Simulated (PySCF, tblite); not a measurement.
**C5H12B2F2O: geometry, infrared bands and NMR shifts**

Aim: predict the infrared bands and NMR shifts of C5H12B2F2O (`CO[C@@H](C)B[C@H](C)B(F)F`).

Computed with tblite 0.8.0 and PySCF 2.14.0, with density-fitted response routines of our own, on a single molecule in the gas phase. Atoms count from 0, in the outputs and in this text.

### Step 1. The molecule as given

22 atoms, charge 0, multiplicity 1; geometry from: force field or distance geometry start.

Bonds of the start (Å): C0–O1 1.39, O1–C2 1.37, C2–C3 1.52, C2–B4 1.60, B4–C5 1.60, C5–C6 1.51, C5–B7 1.56, B7–F8 1.43, B7–F9 1.46, C0–H10 1.12, C0–H11 1.12, C0–H12 1.09, C2–H13 1.10, C3–H14 1.11, C3–H15 1.09, C3–H16 1.14, B4–H17 1.19, C5–H18 1.11, C6–H19 1.12, C6–H20 1.09, C6–H21 1.13.

### Step 2. Relaxing the molecule with GFN2-xTB

What the job is given:

```
{"job": {"kind": "relax", "xc": "GFN2-xTB", "basis": "xTB"}, "charge": 0, "multiplicity": 1}
C      2.643900     0.831000     1.232400
O      2.040600    -0.349000     0.822300
C      1.108600    -0.201600    -0.167200
C      1.561500    -1.038400    -1.347200
B     -0.325000    -0.758300     0.262000
C     -1.658700    -0.160200    -0.392600
C     -1.879000     1.286500    -0.018400
B     -2.925800    -0.956500     0.056000
F     -2.977000    -1.898400     1.126600
F     -4.178700    -0.700800    -0.646000
H      3.369800     0.559800     2.039300
H      1.940300     1.553700     1.711300
H      3.231000     1.275100     0.424900
H      0.948500     0.829900    -0.512300
H      2.625400    -0.784900    -1.513600
H      0.964600    -0.878200    -2.246000
H      1.466500    -2.104700    -0.963800
H     -0.427800    -1.197600     1.364200
H     -1.585100    -0.194400    -1.495000
H     -1.789800     1.421200     1.085000
H     -1.210900     1.958100    -0.552500
H     -2.953300     1.527000    -0.270200
```

Started as:

```console
$ OMP_NUM_THREADS=1 python probes_run.py task.json out
```

One launch serves the whole session: the jobs run in the order shown.

**Question.** This job is followed by: GFN2-xTB harmonic vibrations, gas phase; GIAO PBE0/pcSseg-1 NMR shielding, non-relativistic, gas phase. Predict these results of the whole session: strongest single infrared mode (GFN2-xTB); zero-point energy (GFN2-xTB); 13C shifts against TMS (PBE0/pcSseg-1); 1H shifts against TMS (PBE0/pcSseg-1, means over atoms taken as alike); 17O shifts against H2O (PBE0/pcSseg-1); 11B shifts against BF3·OEt2 (PBE0/pcSseg-1); 19F shifts against CFCl3 (PBE0/pcSseg-1, means over atoms taken as alike); surface potential, 1st and 99th percentile.

**Answer**, as computed:

| quantity | value |
| --- | --- |
| strongest single infrared mode (GFN2-xTB) | 1221 cm⁻¹, 406 km/mol |
| zero-point energy (GFN2-xTB) | 107.8 kcal/mol |
| 13C shifts against TMS (PBE0/pcSseg-1) | 87.0, 61.1, 32.1, 14.9, 11.8 ppm |
| 1H shifts against TMS (PBE0/pcSseg-1, means over atoms taken as alike) | 8.00, 3.65, 3.55, 2.06, 1.29, 1.26 ppm |
| 17O shifts against H2O (PBE0/pcSseg-1) | 41.0 ppm |
| 11B shifts against BF3·OEt2 (PBE0/pcSseg-1) | 92.8, 27.0 ppm |
| 19F shifts against CFCl3 (PBE0/pcSseg-1, means over atoms taken as alike) | -64.4 ppm |
| surface potential, 1st and 99th percentile | -1.45 V and 1.77 V |

Relaxing lowered the energy by 1.357 eV in 173 steps; the close pair that moved most is B7–F9, from 1.459 to 1.321 Å. All 60 modes are real, so the xTB geometry is a minimum. The strongest single mode, at 1221 cm⁻¹, moves mainly B7. Unscaled tight-binding wavenumbers are off by several per cent, some by more. Its intensities can rank the bands wrongly. The most deshielded carbon is C2 (sp3 CH bonded to B and O), at 87.0 ppm: pulled downfield by the heteroatom. At PBE0/pcSseg-1: Shielding is most anisotropic at F8, F9 (span 311 ppm, paramagnetic term -232 ppm). At PBE0/pcSseg-1, counted by nearest atom on the grid, the HOMO lies on O1 56 %; B4 8 %, the LUMO on B4 44 %; B7 12 %.
